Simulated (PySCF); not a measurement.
# A diatomic session: NiH+

Aim: find the lowest electronic state of NiH+, scan its bond at several levels of theory, and get bond length, wavenumber and dissociation energy from each curve.

Method: Ni def2-TZVPPD, H def2-TZVPPD, no relativity; program: PySCF 2.14.0.

1 further run of the same task is left out (it didn't finish).

## Step 1: Set-up

A driver script around PySCF takes these settings:

```
atoms                         : Ni, H
charge                        : 1
basis                         : Ni def2-TZVPPD, H def2-TZVPPD
Hamiltonian                   : no relativity
basis functions               : 84
electrons treated             : 28
masses in u                   : 57.9353, 1.0078
levels                        : PBE0, PBE, r²SCAN, M06-L, B97-3, BLYP, LDA, BHandHLYP, ωB97X-V, HF, MP2, SCS-MP2, CCSD, CCSD(T)
grid                          : 80 radial by 434 angular points
occupations                   : held fixed by the projection of orbital angular momentum
dissociation limit            : Ni+ + H, each in its ground configuration
starting distance in angstrom : 1.475
values of 2S to try           : 0, 2, 4
```

Started as:

```sh
> OMP_NUM_THREADS=1 python dia.py task.json out
```

The runs that follow: PBE0 along the bond; Other states along the same grid; PBE (GGA); r²SCAN; M06-L; B97-3; BLYP (GGA); LDA; BHandHLYP (global hybrid GGA); ωB97X-V; ROHF (mean field); MP2 and coupled cluster.

**Question.** What will these runs give? Wanted: for each run, Re; ωe; De; μ.

As calculated:

Lowest PBE0 solution found, without spin–orbit coupling: ³Δ (triplet), unpaired electrons σ ↑, δ ↑. State 2 has its PBE0 minimum 0.50 eV higher, as a spin-mixed determinant (⟨S²⟩ = 1.01), so this is no gap between pure states. State 3 has its PBE0 minimum 0.86 eV higher, as a spin-mixed determinant (⟨S²⟩ = 1.01), so this is no gap between pure states. The other levels ran on the lowest alone.

```tsv
level	Re (Å)	ωe (cm⁻¹)	De (eV)	μ (D)
ROHF	1.565	1947	1.76	-3.02
ROHF-MP2	1.434	1995	0.172	n/a
ROHF-SCS-MP2	1.459	1978	0.52	n/a
ROHF-CCSD	1.470	2038	1.70	n/a
ROHF-CCSD(T)	1.469	1999	1.68	n/a
LDA	1.474	1915	2.43	-0.71
PBE	1.487	1896	2.06	-0.95
BLYP	1.493	1877	2.11	-0.91
r²SCAN	1.473	2019	2.44	-1.40
M06-L	1.484	2010	2.25	-1.41
PBE0	1.479	1992	1.82	-1.40
B97-3	1.488	1971	1.67	-1.45
BHandHLYP	1.493	2006	1.83	-1.92
ωB97X-V	1.476	2018	1.65	-1.54
```

De is counted to Ni+ + H in their ground configurations. A positive dipole points from Ni to H; in an ion it is taken about the centre of mass and does not tell which atom is negative.

The methods spread over 0.131 Å in bond length, from ROHF-MP2 to ROHF. Of the levels with a De here, ROHF-MP2 gives the least (0.172 eV) and r²SCAN the most (2.44 eV).

Correlated steps freeze 5 core orbitals. The state is the lowest single determinant that the PBE0 search found; with open d or f shells the true ground state can be another one. T1 is 0.072 near the minimum (highest on the curve 0.080), which may point to more than one leading configuration. At some levels the lowest empty orbital lies below the highest filled one (the two can be of opposite spin).
